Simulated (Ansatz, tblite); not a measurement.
**[(Cl)3Ti]2S (Ti₂SCl₆): charged states by level of theory**

What does removing or adding an electron cost or gain for [(Cl)3Ti]2S (Ti₂SCl₆)? Each charged state is run at several levels.

Method: as each input shows; program: Ansatz 0.2.0, Gaussian basis.

Plan: charge +1 doublet, at the geometry of the singlet (PBE0-D4/def2-TZVP, PBE-D4/def2-TZVP, B2PLYP/def2-TZVP); charge -1 doublet, at the geometry of the singlet (PBE0-D4/def2-TZVPD, PBE-D4/def2-TZVPD, B2PLYP/def2-TZVPD); the starting singlet's energies come from earlier runs.

2 further runs of the same task are left out: 2 set aside as unsound or not needed.

## Step 1: The relaxed structure

The singlet was relaxed beforehand with r2SCAN-D4/def2-SVP.

9 atoms, charge 0, spin multiplicity 1.

Atoms are counted from 1 here; the program's logs count them from 0.

Bond lengths: Ti1–Cl2 2.169 Å, Ti1–Cl3 2.164 Å, Ti1–Cl4 2.172 Å, Ti1–S5 2.264 Å, S5–Ti6 2.264 Å, Ti6–Cl7 2.164 Å, Ti6–Cl8 2.169 Å, Ti6–Cl9 2.172 Å. Angles: Cl2–Ti1–Cl3 109.5°, Cl2–Ti1–Cl4 111.0°, Cl2–Ti1–S5 110.5°, Cl3–Ti1–Cl4 110.0°, Cl3–Ti1–S5 105.9°, Cl4–Ti1–S5 109.7°, Ti1–S5–Ti6 102.0°, S5–Ti6–Cl7 105.9°, S5–Ti6–Cl8 110.5°, S5–Ti6–Cl9 109.7°, Cl7–Ti6–Cl8 109.5°, Cl7–Ti6–Cl9 110.1°, Cl8–Ti6–Cl9 111.0°.

As a file:

```xyz
9
Cl6STi2
Ti   -0.8938   -1.3419    0.7126
Cl   -0.3182   -1.1703    2.7966
Cl   -1.6248   -3.3419    0.3259
Cl   -2.4177    0.1196    0.2023
S     0.9067   -1.0695   -0.6319
Ti    1.0276    1.1841   -0.8059
Cl    3.0783    1.6284   -1.3362
Cl   -0.2967    1.8971   -2.3685
Cl    0.5385    2.0942    1.1050
```

No spin-orbit coupling is included.

## Step 2: Charge +1 doublet at the fixed geometry, PBE0-D4/def2-TZVP

in.yaml

```yaml
crystal:
  periodic: [false, false, false]
  atoms:
    - {symbol: Ti, position_ang: [-0.893770, -1.341894, 0.712601]}
    - {symbol: Cl, position_ang: [-0.318247, -1.170282, 2.796643]}
    - {symbol: Cl, position_ang: [-1.624772, -3.341910, 0.325947]}
    - {symbol: Cl, position_ang: [-2.417748, 0.119632, 0.202298]}
    - {symbol: S, position_ang: [0.906742, -1.069478, -0.631910]}
    - {symbol: Ti, position_ang: [1.027639, 1.184133, -0.805873]}
    - {symbol: Cl, position_ang: [3.078309, 1.628444, -1.336242]}
    - {symbol: Cl, position_ang: [-0.296688, 1.897118, -2.368464]}
    - {symbol: Cl, position_ang: [0.538544, 2.094246, 1.105009]}
basis:
  gaussian: {orbitals: def2-TZVP}
total_charge: 1
magnetization: {spin_polarized: true, initial_magnetization: 1}
hamiltonian: {xc: pbe0, dispersion: d4}
scf: {omitted_lower_state_checks: [starts]}
output: {orbitals: {seedname: orbitals}}
```

Run with:

```bash
$ ansatz run in.yaml --threads 4 --pin off --events-out ev --progress --plain --max-ram 8704MiB
```

The log of the run:

```text
Functional definition: PBE0
  name "PBE0"
  cite "Adamo & Barone, J. Chem. Phys. 110, 6158 (1999) doi:10.1063/1.478522"
  cite "Perdew, Burke & Ernzerhof, Phys. Rev. Lett. 77, 3865 (1996) doi:10.1103/PhysRevLett.77.3865"
  parent pbe
  parameter a = 0.25
  parameter kappa = 0.804
  parameter beta = 0.06672455060314922
  exchange = (1 - a)*pbe_x(kappa = kappa, mu = beta*pi^2/3) + a*exact_x
  correlation = pbe_c(beta = beta)
these checks for a lower state are left out or cut short: starts
2309 factors; integrals over basis functions are off by at most 8.2e-4 eV
mean field evaluation 1: about -132165.5804 eV, gradient 2.4e1 eV
mean field evaluation 2: about -132164.5569 eV, gradient 2.9e1 eV
mean field evaluation 4: about -132168.2449 eV, gradient 3.2e0 eV
mean field evaluation 8: about -132168.5481 eV, gradient 1.2e0 eV
mean field evaluation 16: about -132168.5612 eV, gradient 6.9e-3 eV
mean field -132168.56121615 eV, -4857.1050376253 hartree, gradient 3.9e-5 eV, S^2 0.762852; 0 other end points of the search recorded, 0 dependent functions left out
reference -132168.56126562 eV, -4857.1050394431 hartree; 81, 80 occupied and 268, 269 virtual orbitals, 2309 factors
Total energy: -132169.13572282 eV, -4857.1261503559 hartree
Checks for a lower state left out: starts
```

Wall time 22 s (4 threads of Intel Xeon 6975P-C, shared host); peak memory 2.3 GiB.

Report: HOMO -13.59 eV, LUMO -11.59 eV (over both spins); ⟨S²⟩ 0.763 (pure: 0.75).

## Step 3: Charge +1 doublet at the fixed geometry, PBE-D4/def2-TZVP

start.molden holds the orbitals of an earlier run on this state, given as this run's starting guess.

Edit in.yaml of step 2 so:

```diff
@@ -13,6 +13,6 @@
 basis:
-  gaussian: {orbitals: def2-TZVP}
+  gaussian: {orbitals: def2-TZVP, initial_orbitals: start.molden}
 total_charge: 1
 magnetization: {spin_polarized: true, initial_magnetization: 1}
-hamiltonian: {xc: pbe0, dispersion: d4}
+hamiltonian: {xc: pbe, dispersion: d4}
 scf: {omitted_lower_state_checks: [starts]}
```

The command is unchanged.

The log of the run:

```text
Functional definition: PBE
  name "PBE"
  cite "Perdew, Burke & Ernzerhof, Phys. Rev. Lett. 77, 3865 (1996) doi:10.1103/PhysRevLett.77.3865"
  parent pbe
  parameter kappa = 0.804
  parameter beta = 0.06672455060314922
  exchange = pbe_x(kappa = kappa, mu = beta*pi^2/3)
  correlation = pbe_c(beta = beta)
these checks for a lower state are left out or cut short: starts
2623 factors; their error is unknown
mean field evaluation 1: about -132161.9216 eV, gradient 1.6e1 eV
mean field evaluation 2: about -132162.3717 eV, gradient 6.2e-1 eV
mean field evaluation 4: about -132162.3789 eV, gradient 1.4e-1 eV
mean field evaluation 8: about -132162.3791 eV, gradient 2.1e-5 eV
mean field -132162.37907025 eV, -4856.8778479537 hartree, gradient 5.1e-6 eV, S^2 0.755910; 0 other end points of the search recorded, 0 dependent functions left out
reference -132162.37913462 eV, -4856.8778503193 hartree; 81, 80 occupied and 268, 269 virtual orbitals, 2623 factors
Total energy: -132163.02435206 eV, -4856.9015616227 hartree
Checks for a lower state left out: starts
```

Wall time 11 s (4 threads of Intel Xeon 6975P-C, shared host); peak memory 1.1 GiB.

Report: HOMO -12.26 eV, LUMO -12.01 eV (over both spins); ⟨S²⟩ 0.756 (pure: 0.75).

## Step 4: Charge +1 doublet at the fixed geometry, B2PLYP/def2-TZVP

Edit in.yaml of step 3 so:

```diff
@@ -16,4 +16,3 @@
 magnetization: {spin_polarized: true, initial_magnetization: 1}
-hamiltonian: {xc: pbe, dispersion: d4}
+hamiltonian: {xc: {name: B2PLYP}}
 scf: {omitted_lower_state_checks: [starts]}
-output: {orbitals: {seedname: orbitals}}
```

Same command.

The log of the run (excerpt; [...] marks lines left out):

```text
Functional definition: B2PLYP
  name "B2PLYP"
  cite "Grimme, J. Chem. Phys. 124, 034108 (2006) doi:10.1063/1.2148954"
  cite "Becke, Phys. Rev. A 38, 3098 (1988) doi:10.1103/PhysRevA.38.3098"
  cite "Lee, Yang & Parr, Phys. Rev. B 37, 785 (1988) doi:10.1103/PhysRevB.37.785"
[...]
2309 factors; integrals over basis functions are off by at most 8.2e-4 eV
[...]
mean field -132154.51058177 eV, -4856.5886863355 hartree, gradient 2.1e-6 eV, S^2 0.763284; 0 other end points of the search recorded, 0 dependent functions left out
45 core orbitals not correlated: weight in the atoms' cores, before any rotation towards them, 1.000 or more for the frozen orbitals, at most 0.000 for the correlated occupied ones
reference -132154.51083214 eV, -4856.5886955363 hartree; 36, 35 occupied and 268, 269 virtual orbitals, 2309 factors
second order -73.55278020 eV of doubles, -0.00000000 eV of singles
Total energy: -132174.37008279 eV, -4857.3185095368 hartree
Checks for a lower state left out: starts
```

Wall time 32 s (4 threads of Intel Xeon 6975P-C, shared host); peak memory 2.2 GiB.

⟨S²⟩ 0.763 (pure: 0.75).

## Step 5: Vertical ionisation energy

Charged state less starting state, singlet to doublet; the starting state's energies are those of its earlier runs.

```csv
level,vertical ionisation energy (eV),time
PBE-D4/def2-TZVP,+9.80,16 s
PBE0-D4/def2-TZVP,+10.16,35 s
B2PLYP/def2-TZVP,+10.13,49 s
```

Times add the two runs; a level without a time comes out of a correlated run.

Beside −ε(HOMO) of the starting state:

```csv
level,−ε(HOMO) (eV),by difference (eV),mismatch (eV)
PBE-D4/def2-TZVP,7.50,9.80,-2.29
PBE0-D4/def2-TZVP,8.70,10.16,-1.46
```

## Step 6: Charge -1 doublet at the fixed geometry, PBE0-D4/def2-TZVPD

Edit in.yaml of step 4 so:

```diff
@@ -13,6 +13,7 @@
 basis:
-  gaussian: {orbitals: def2-TZVP, initial_orbitals: start.molden}
-total_charge: 1
+  gaussian: {orbitals: def2-TZVPD}
+total_charge: -1
 magnetization: {spin_polarized: true, initial_magnetization: 1}
-hamiltonian: {xc: {name: B2PLYP}}
+hamiltonian: {xc: pbe0, dispersion: d4}
 scf: {omitted_lower_state_checks: [starts]}
+output: {orbitals: {seedname: orbitals}}
```

Same command.

The log of the run (excerpt; [...] marks lines left out):

```text
Functional definition: PBE0
  name "PBE0"
  cite "Adamo & Barone, J. Chem. Phys. 110, 6158 (1999) doi:10.1063/1.478522"
  cite "Perdew, Burke & Ernzerhof, Phys. Rev. Lett. 77, 3865 (1996) doi:10.1103/PhysRevLett.77.3865"
  parent pbe
[...]
3143 factors; their error is unknown
the host lacks memory for fits, so the integrals are decomposed
2751 factors; integrals over basis functions are off by at most 1.1e-3 eV
[...]
mean field -132181.80391384 eV, -4857.5916977891 hartree, gradient 8.8e-6 eV, S^2 0.778028; 0 other end points of the search recorded, 0 dependent functions left out
reference -132181.80398681 eV, -4857.5917004706 hartree; 82, 81 occupied and 336, 337 virtual orbitals, 2751 factors
Total energy: -132182.41392791 eV, -4857.6141153927 hartree
Checks for a lower state left out: starts
```

Wall time 99 s (4 threads of Intel Xeon 6975P-C, shared host); peak memory 4.1 GiB.

HOMO -1.82 eV, LUMO 0.25 eV (over both spins); ⟨S²⟩ 0.778 (pure: 0.75).

## Step 7: Charge -1 doublet at the fixed geometry, PBE-D4/def2-TZVPD

Edit in.yaml of step 6 so:

```diff
@@ -13,6 +13,6 @@
 basis:
-  gaussian: {orbitals: def2-TZVPD}
+  gaussian: {orbitals: def2-TZVPD, initial_orbitals: start.molden}
 total_charge: -1
 magnetization: {spin_polarized: true, initial_magnetization: 1}
-hamiltonian: {xc: pbe0, dispersion: d4}
+hamiltonian: {xc: pbe, dispersion: d4}
 scf: {omitted_lower_state_checks: [starts]}
```

Launched as before.

The log of the run:

```text
Functional definition: PBE
  name "PBE"
  cite "Perdew, Burke & Ernzerhof, Phys. Rev. Lett. 77, 3865 (1996) doi:10.1103/PhysRevLett.77.3865"
  parent pbe
  parameter kappa = 0.804
  parameter beta = 0.06672455060314922
  exchange = pbe_x(kappa = kappa, mu = beta*pi^2/3)
  correlation = pbe_c(beta = beta)
these checks for a lower state are left out or cut short: starts
2825 factors; their error is unknown
mean field evaluation 1: about -132174.5669 eV, gradient 1.6e1 eV
mean field evaluation 2: about -132174.9849 eV, gradient 5.8e-1 eV
mean field evaluation 4: about -132174.9585 eV, gradient 7.4e-2 eV
mean field evaluation 8: about -132174.9586 eV, gradient 3.5e-5 eV
mean field evaluation 16: about -132174.9586 eV, gradient 1.9e-6 eV
mean field -132174.95864212 eV, -4857.3401386931 hartree, gradient 2.1e-6 eV, S^2 0.755897; 0 other end points of the search recorded, 0 dependent functions left out
reference -132174.95873158 eV, -4857.3401419806 hartree; 82, 81 occupied and 336, 337 virtual orbitals, 2825 factors
Total energy: -132175.64354604 eV, -4857.3653084478 hartree
Checks for a lower state left out: starts
```

Wall time 33 s (4 threads of Intel Xeon 6975P-C, shared host); peak memory 3.5 GiB.

Report: HOMO -0.51 eV, LUMO -0.28 eV (over both spins); ⟨S²⟩ 0.756 (pure: 0.75).

## Step 8: Charge -1 doublet at the fixed geometry, B2PLYP/def2-TZVPD

Edit in.yaml of step 7 so:

```diff
@@ -16,4 +16,3 @@
 magnetization: {spin_polarized: true, initial_magnetization: 1}
-hamiltonian: {xc: pbe, dispersion: d4}
+hamiltonian: {xc: {name: B2PLYP}}
 scf: {omitted_lower_state_checks: [starts]}
-output: {orbitals: {seedname: orbitals}}
```

Same command.

The log of the run (excerpt; [...] marks lines left out):

```text
Functional definition: B2PLYP
  name "B2PLYP"
  cite "Grimme, J. Chem. Phys. 124, 034108 (2006) doi:10.1063/1.2148954"
  cite "Becke, Phys. Rev. A 38, 3098 (1988) doi:10.1103/PhysRevA.38.3098"
  cite "Lee, Yang & Parr, Phys. Rev. B 37, 785 (1988) doi:10.1103/PhysRevB.37.785"
[...]
2751 factors; integrals over basis functions are off by at most 1.1e-3 eV
[...]
mean field -132167.85740389 eV, -4857.0791730018 hartree, gradient 3.6e-6 eV, S^2 0.761332; 0 other end points of the search recorded, 0 dependent functions left out
45 core orbitals not correlated: weight in the atoms' cores, before any rotation towards them, 1.000 or more for the frozen orbitals, at most 0.000 for the correlated occupied ones
reference -132167.85764585 eV, -4857.0791818935 hartree; 37, 36 occupied and 336, 337 virtual orbitals, 2751 factors
second order -71.68039913 eV of doubles, -0.00000000 eV of singles
Total energy: -132187.21135362 eV, -4857.7904175355 hartree
Checks for a lower state left out: starts
```

It took 1.8 min on 4 threads of Intel Xeon 6975P-C, shared host; peak memory 4 GiB.

Report: ⟨S²⟩ 0.761 (pure: 0.75).

## Step 9: Vertical electron affinity

Starting state less charged state (positive: the electron is bound), singlet to doublet; the starting state's energies are those of its earlier runs.

```csv
level,vertical electron affinity (eV),time
PBE-D4/def2-TZVPD,+2.73,40 s
PBE0-D4/def2-TZVPD,+3.03,2 min
B2PLYP/def2-TZVPD,+2.51,2.2 min
```

Times add the two runs; a level without a time comes out of a correlated run.

Beside −ε(LUMO) of the starting state:

```csv
level,−ε(LUMO) (eV),by difference (eV),mismatch (eV)
PBE-D4/def2-TZVPD,4.88,2.73,+2.15
PBE0-D4/def2-TZVPD,4.17,3.03,+1.14
B2PLYP/def2-TZVPD,2.90,2.51,+0.40
```

## Step 10: Results

| quantity | value |
| --- | --- |
| vertical ionisation energy, functionals in def2-TZVP | 9.80 (PBE-D4) to 10.16 eV (PBE0-D4) |
| vertical electron affinity, functionals in def2-TZVPD | 2.51 (B2PLYP) to 3.03 eV (PBE0-D4) |

**Reading.** The vertical ionisation energy spans 9.80 to 10.16 eV over the functionals. −ε(HOMO) misses the level's own difference by -1.46 eV at best (PBE0-D4) and -2.29 eV at worst (PBE-D4). The vertical electron affinity spans 2.51 to 3.03 eV over the functionals. −ε(LUMO) misses the level's own difference by +0.40 eV at best (B2PLYP) and +2.15 eV at worst (PBE-D4). The charged states' spins were chosen beforehand and needn't be their lowest.
